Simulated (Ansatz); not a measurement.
Write the native input for Ansatz 0.2.0 that does the following.

```
Task                  : relaxation of cell and atoms
Functional            : LDA
Potentials or basis   : Ansatz PAW
Cutoff                : 420 eV (not typed: the program's choice for these potentials)
k mesh                : 10 × 10 × 10
Occupations           : fermi-dirac, width 0.05 eV
Spin                  : no spin polarisation
Target pressure       : 20 GPa
Target pressure (GPa) : 20
```

Crystal: HfB.

```xyz
2
Lattice="0.0000 2.3100 2.3100 2.3100 0.0000 2.3100 2.3100 2.3100 0.0000" Properties=species:S:1:pos:R:3 pbc="T T T"
Hf    2.3100    2.3100    2.3100
B     0.0000    0.0000    0.0000
```

The input as run:

input.yaml

```yaml
crystal:
  lattice:
    - [0.0, 2.31, 2.31]
    - [2.31, 0.0, 2.31]
    - [2.31, 2.31, 0.0]
  atoms:
    - { symbol: Hf, position: [0.5, 0.5, 0.5] }
    - { symbol: B, position: [0.0, 0.0, 0.0] }
hamiltonian:
  xc: lda
  pseudopotentials: { kind: paw }
kpoints:
  mp_grid: { grid: [10, 10, 10] }
scf:
  occupations: { method: fermi_dirac, width: 0.05 }
output:
  forces: true
  stress: true
  eigenvalues: true
relax:
  f_tol: 0.01
  max_steps: 40
  cell: { stress_tol: 0.05, p_target: 20.0 }
```

Potentials or basis: Ansatz PAW.

Command:

```console
$ ansatz run input.yaml --threads 2 --pin off --max-ram 5632MiB --backend cpu --events-out ev --progress --plain --runs-dir out
```

It gave:

| Property | Result |
| --- | --- |
| Relaxed volume | 12.23 Å³/atom |
| Relaxed cell | a = 3.258 Å, b = 3.258 Å, c = 3.258 Å, α = 60.00°, β = 60.00°, γ = 60.00° |
| Space group after relaxing (to 0.05 Å) | Fm-3m (No. 225) |
| Energy change on relaxing (the enthalpy is what falls) | +11.7 meV/atom |
| Ionic steps | 4 |
| Pressure after relaxing | 20.0 GPa |
| Band gap on the k mesh | none (metal or under the smearing width) |

Caveat: the plane-wave basis is chosen anew once the cell has moved, so the energies of steps on either side of that aren't comparable; the PAW data sets come from PBE, with cores solved anew for the run's functional, which leaves a small shift of forces and pressure.

Run time: 2.8 s on 2 threads of Arm Neoverse V2, on a shared host, peak memory 0.31 GiB.
